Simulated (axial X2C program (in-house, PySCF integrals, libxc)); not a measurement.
# All-electron X2C curves of ISc⁻, part 2 of 2

Computed with an in-house X2C program for linear molecules on PySCF integrals; all-electron X2C, I dyall-acv3z, Sc dyall-acv3z. Earlier steps stand in the parts before.

**9. PBE0, 2c**

State followed: Ω = 3/2 (excess of +ω over −ω: ω = 3/2). The scan is laid around 2.860 Å, a first estimate of the minimum, and this SCF restarts from the orbitals of the search.

The SCF at the reference distance of 2.860 Å:

```text
two-component X2C + atomic mean field  PBE0
basis functions 280  fitting functions 1426  grid points 5802
iter        total energy     max residual
   1      -7873.370933210     2.54e+00
   2      -7876.317746329     4.62e-02
   3      -7876.004751862     6.60e-02
   4      -7876.327697336     4.20e-02
   5      -7876.358677550     1.66e-02
   6      -7876.365973854     2.30e-03
   7      -7876.366230696     1.01e-03
   8      -7876.366280232     6.17e-04
   9      -7876.366296931     3.03e-04
  10      -7876.366301630     9.49e-05
  11      -7876.366302915     6.35e-05
  12      -7876.366303810     4.97e-05
  13      -7876.366304378     1.40e-05
  14      -7876.366304432     2.36e-06
  15      -7876.366304434     5.19e-07
  16      -7876.366304434     3.67e-07
converged
one-electron -11215.91640575  Coulomb 3360.16912160  exact exchange -54.67541421  xc functional -167.38807476  nuclear repulsion 205.93504747  atomic mean-field constant -4.49057878
```

Along the bond, energies from the lowest point:

| R (Å) | E (eV) | μ (D) | HOMO (eV) | LUMO (eV) | iterations |
| --- | --- | --- | --- | --- | --- |
| 2.603 | 0.1722 | -7.98 | 0.17 | 1.66 | 25 |
| 2.688 | 0.0644 | -7.75 | 0.11 | 1.66 | 23 |
| 2.774 | 0.0119 | -7.49 | 0.06 | 1.67 | 21 |
| 2.860 | 0.0000 | -7.19 | 0.00 | 1.67 | 16 |
| 2.960 | 0.0219 | -6.82 | -0.08 | 1.67 | 17 |
| 3.060 | 0.0701 | -6.42 | -0.15 | 1.67 | 16 |
| 3.189 | 0.1551 | -5.86 | -0.25 | 1.67 | 16 |

Dipoles are positive if Sc is the positive end and refer to the centre of mass.

Outer spinors at the reference distance:

| ω | occupied | ε (eV) | atomic character | λ mixture |
| --- | --- | --- | --- | --- |
| 1/2 | yes | -32.15 | 100% Sc p | 94% π, 6% σ |
| -1/2 | yes | -31.60 | 99% Sc p | 96% σ, 4% π |
| 1/2 | yes | -31.11 | 99% Sc p | 94% σ, 6% π |
| -3/2 | yes | -31.10 | 100% Sc p | 100% π |
| -1/2 | yes | -30.36 | 100% Sc p | 96% π, 4% σ |
| 3/2 | yes | -30.08 | 100% Sc p | 100% π |
| 1/2 | yes | -14.21 | 78% I s, 7% Sc d, 6% Sc p | 100% σ |
| -1/2 | yes | -14.20 | 78% I s, 7% Sc d, 6% Sc p | 100% σ |
| -1/2 | yes | -4.36 | 82% I p, 5% Sc d, 4% Sc s | 73% σ, 27% π |
| 1/2 | yes | -4.35 | 82% I p, 6% Sc d, 4% Sc s | 73% σ, 27% π |
| -1/2 | yes | -3.41 | 82% I p, 6% Sc d, 3% Sc f | 73% π, 27% σ |
| 1/2 | yes | -3.40 | 81% I p, 7% Sc d, 3% Sc f | 73% π, 27% σ |
| 3/2 | yes | -3.04 | 82% I p, 7% Sc d, 4% Sc f | 100% π |
| -3/2 | yes | -3.03 | 82% I p, 7% Sc d, 4% Sc f | 100% π |
| -1/2 | yes | -0.30 | 63% Sc s, 16% Sc d, 8% Sc p | 100% σ |
| 3/2 | yes | -0.20 | 99% Sc d | 100% δ |
| 1/2 | yes | 0.00 | 65% Sc s, 23% Sc p, 6% I p | 100% σ |
| 1/2 | no | 1.67 | 95% Sc p, 3% Sc s | 100% σ |
| -1/2 | no | 1.69 | 99% Sc p | 100% π |
| 3/2 | no | 1.69 | 99% Sc p | 100% π |
| 1/2 | no | 1.74 | 99% Sc p | 100% π |

PBE0 fields in the half plane through the axis: z from -2.4 to 5.1 Å across, distance from the axis 0.15 to 2.25 Å upwards; I lies at z = 0 and Sc at z = 2.860 Å; the ELF is damped to zero where the density is low.

log10 density (e/bohr³). Ten even steps from '0' (-4.01 ) to '9' (1.84 ):
```
00011122222211122222222111
00112222322222222222222221
01122333333332223333322222
11223344444333333333332222
12233444544443334444333222
12234455555444345555433222
12334557775544456666533222
12344568986544456886543322
```

ELF. Ten even steps from '0' (0.00 ) to '9' (0.99 ):
```
00001233332100024678899987
00123455554310024677889998
00235677776531012445679999
01356788877652001222247999
02467877667763001331014899
13577752224774004774101799
13577525762575038878500599
14677446764475178568810499
```

Re = 2.848 Å, ωe = 183.3 cm⁻¹, ωexe = 0.851 cm⁻¹, Be = 0.06261 cm⁻¹, De = 1.36 eV, μ = -7.24 D.

**10. HF, 2c**

The SCF at the reference distance of 2.860 Å:

```text
two-component X2C + atomic mean field  HF
basis functions 280  fitting functions 1426  grid points 5802
iter        total energy     max residual
   1      -7873.004472311     2.39e-01
   2      -7873.034675869     1.10e-02
   3      -7873.036952213     3.89e-03
   4      -7873.037508263     3.65e-03
   5      -7873.037793825     2.07e-03
   6      -7873.037924066     6.77e-04
   7      -7873.037961475     2.67e-04
   8      -7873.037972361     1.88e-04
   9      -7873.037980153     2.10e-04
  10      -7873.037980490     2.11e-04
  11      -7873.037956944     1.61e-04
  12      -7873.037943108     1.37e-04
  13      -7873.037945061     9.74e-05
  14      -7873.037948815     5.29e-05
  15      -7873.037950134     4.75e-05
  16      -7873.037950440     4.57e-05
  17      -7873.037950732     4.33e-05
  18      -7873.037950909     4.04e-05
  19      -7873.037951021     3.74e-05
  20      -7873.037951111     3.46e-05
  21      -7873.037951257     2.96e-05
  22      -7873.037951525     1.82e-05
  23      -7873.037951671     9.10e-06
  24      -7873.037951701     5.90e-06
  25      -7873.037951707     5.32e-06
  26      -7873.037951709     5.43e-06
  27      -7873.037951705     5.06e-06
  28      -7873.037951701     4.64e-06
  29      -7873.037951697     2.91e-06
  30      -7873.037951695     2.28e-06
  31      -7873.037951694     1.34e-06
converged
one-electron -11213.86457841  Coulomb 3358.16010798  exact exchange -218.77794994  xc functional 0.00000000  nuclear repulsion 205.93504747  atomic mean-field constant -4.49057878
```

No constants are quoted: too few points lie around the minimum for a second fit to confirm the first.

**11. BHandHLYP, 2c**

Output at 2.860 Å:

```text
two-component X2C + atomic mean field  BHandHLYP
basis functions 280  fitting functions 1426  grid points 5802
iter        total energy     max residual
   1      -7876.886999992     8.87e-02
   2      -7876.890192776     3.83e-03
   3      -7876.890525050     2.58e-03
   4      -7876.890680601     1.33e-03
   5      -7876.890782364     1.03e-03
   6      -7876.890890088     7.28e-04
   7      -7876.890966955     3.80e-04
   8      -7876.890999694     2.18e-04
   9      -7876.891007034     7.42e-05
  10      -7876.891008320     6.62e-05
  11      -7876.891008580     6.32e-05
  12      -7876.891008792     5.98e-05
  13      -7876.891009203     5.25e-05
  14      -7876.891009987     3.49e-05
  15      -7876.891010639     7.05e-06
  16      -7876.891010675     5.70e-06
  17      -7876.891010687     4.34e-06
  18      -7876.891010698     2.25e-06
  19      -7876.891010701     9.93e-07
  20      -7876.891010702     3.14e-07
converged
one-electron -11215.93097523  Coulomb 3360.20585560  exact exchange -109.36948381  xc functional -113.24087595  nuclear repulsion 205.93504747  atomic mean-field constant -4.49057878
```

Re = 2.917 Å, ωe = 169.8 cm⁻¹, ωexe = 0.887 cm⁻¹, Be = 0.05969 cm⁻¹, De = 1.08 eV, μ = -6.69 D.

**12. Correlated methods, 2c**

Correlated methods: 11 electrons correlated (frozen shells, counted by type: I 4 s, 3 p, 2 d; Sc 3 s, 2 p), 399 virtual spinors in MP2, 90 natural virtuals in coupled cluster.

Output of the correlated part at 2.860 Å:

```text
correlated 11  virtual 399  natural virtual 90  E(MP2) -0.188751778  MP2 remainder -0.011787872
iter   CCSD correlation   residual
   1     -0.193812252   1.57e-01
   2     -0.202811385   7.99e-02
   3     -0.203890397   3.50e-02
   4     -0.204345042   1.64e-02
   5     -0.204514647   6.49e-03
   6     -0.204560711   2.71e-03
   7     -0.204583981   1.20e-03
   8     -0.204585713   5.14e-04
   9     -0.204582531   2.50e-04
  10     -0.204583045   1.16e-04
  11     -0.204583037   5.70e-05
  12     -0.204583432   3.13e-05
  13     -0.204583498   1.97e-05
  14     -0.204583611   1.18e-05
  15     -0.204583642   6.04e-06
  16     -0.204583656   2.86e-06
(T) -0.008912750  T1 0.0514  D1 0.1528  max T2 0.168
```

MP2: No constants are quoted: the reference is strongly spin-contaminated.

CCSD: Re = 2.938 Å, ωe = 173.1 cm⁻¹, ωexe = 0.841 cm⁻¹, Be = 0.05883 cm⁻¹, De = 1.30 eV. T1 at Re = 0.035 (Lee–Taylor, the printed value over √2).

CCSD(T): Re = 2.931 Å, ωe = 174.3 cm⁻¹, ωexe = 0.821 cm⁻¹, Be = 0.0591 cm⁻¹, De = 1.33 eV. T1 at Re = 0.035 (Lee–Taylor, the printed value over √2).

**13. A higher determinant, 2c**

State: Ω = 5/2 (excess of +ω over −ω: ω = 5/2).

Output at the reference distance:

```text
two-component X2C + atomic mean field  PBE0
basis functions 280  fitting functions 1426  grid points 5802
iter        total energy     max residual
   1      -7873.370371124     2.54e+00
   2      -7876.317103586     4.63e-02
   3      -7876.256726224     8.91e-02
   4      -7876.363352173     7.73e-03
   5      -7876.365362915     4.51e-03
   6      -7876.365682070     1.37e-03
   7      -7876.365727382     2.80e-04
   8      -7876.365734616     1.98e-04
   9      -7876.365736522     7.11e-05
  10      -7876.365737412     5.72e-05
  11      -7876.365737892     3.33e-05
  12      -7876.365738231     1.57e-05
  13      -7876.365738296     2.69e-06
  14      -7876.365738299     4.87e-07
  15      -7876.365738299     2.26e-07
converged
one-electron -11215.90571291  Coulomb 3360.15852159  exact exchange -54.67533452  xc functional -167.38768115  nuclear repulsion 205.93504747  atomic mean-field constant -4.49057878
```

| R (Å) | E above the lowest PBE0 point (eV) |
| --- | --- |
| 2.603 | 0.187 |
| 2.688 | 0.079 |
| 2.774 | 0.027 |
| 2.860 | 0.015 |
| 2.960 | 0.038 |
| 3.060 | 0.086 |
| 3.189 | 0.171 |

Re = 2.847 Å, ωe = 183.5 cm⁻¹, ωexe = 0.852 cm⁻¹, Be = 0.06264 cm⁻¹, μ = -7.24 D. Te = 0.02 eV.

**14. The 2c curves together**

Energy (eV) of the followed determinant, 2c, from each level's lowest point:

| R (Å) | PBE0 | HF | MP2 (spin-contaminated) | CCSD | CCSD(T) | BHandHLYP |
| --- | --- | --- | --- | --- | --- | --- |
| 2.603 | 0.172 | 0.424 | 0.333 | 0.324 | 0.311 | 0.266 |
| 2.688 | 0.064 | 0.230 | 0.165 | 0.159 | 0.150 | 0.123 |
| 2.774 | 0.012 | 0.106 | 0.064 | 0.060 | 0.055 | 0.040 |
| 2.860 | 0.000 | 0.035 | 0.013 | 0.011 | 0.009 | 0.003 |
| 2.960 | 0.022 | 0.000 | 0.000 | 0.000 | 0.000 | 0.000 |
| 3.060 | 0.070 | 0.002 | 0.021 | 0.022 | 0.025 | 0.027 |
| 3.189 | 0.155 | 0.041 | 0.081 | 0.083 | 0.088 | 0.089 |

The whole job took 4.9 min on 1 thread, shared host.

**15. Constants**

The summary covers parts 1 to 2.

Lowest determinant that the search found at its distance, spin-free: M_S = 1/2, Λ = 2 (beyond closed shells: δ+α).

Lowest determinant that the search found at its distance, 2c: Ω = 3/2 (excess of +ω over −ω: ω = 3/2).

```tsv
Hamiltonian	level	Re (Å)	ωe (cm⁻¹)	De (eV)	μ (D)
spin-free	PBE0	2.846	184.2	1.36	-7.23
spin-free	CCSD	2.935	174.0	1.31	n/a
spin-free	CCSD(T)	2.928	175.2	1.33	n/a
spin-free	BHandHLYP	2.914	170.8	1.07	-6.70
2c	PBE0	2.848	183.3	1.36	-7.24
2c	CCSD	2.938	173.1	1.30	n/a
2c	CCSD(T)	2.931	174.3	1.33	n/a
2c	BHandHLYP	2.917	169.8	1.08	-6.69
```

Dipoles are positive if Sc is the positive end and refer to the centre of mass. No constants: spin-free HF (too few points lie around the minimum for a second fit to confirm the first); spin-free MP2 (the reference is strongly spin-contaminated); 2c HF (too few points lie around the minimum for a second fit to confirm the first); 2c MP2 (the reference is strongly spin-contaminated). Spin-free ⟨S²⟩ is off its pure value at PBE0 0.91.

Time per point (s) on 1 thread, shared host (2c runs; CCSD comes with the CCSD(T) run); the times are rough: PBE0 2.9, CCSD(T) 8.4, BHandHLYP 2.4.

At CCSD(T), going from spin-free to two-component changes Re by +3 mÅ, ωe by -0.5 %, which is small (part of it comes from the scalar share of the two-electron terms). De moves by -0.01 eV; both De rest on single-determinant atoms, which can miss part of an open shell's spin–orbit lowering.

De refers to I- + Sc, each in the lowest determinant found, which need not be this curve's own limit. Each curve is one determinant whose occupation by symmetry is held fixed; it was picked as the lowest of a PBE0 search that is not exhaustive. Dissociation energies refer to the lowest single-determinant-based atoms at the same level and basis. Density functionals use the spin component along the axis (collinear). Coupled cluster ran in a truncated set of natural virtual spinors; the MP2 energy of the rest was added. The spin-free determinant is spin-contaminated at some levels. With the outer-core shells frozen, correlated bond lengths of heavy atoms tend to come out a few hundredths of an ångström too long. T1 at Re is 0.035 (Lee–Taylor), above the customary mark of 0.02.
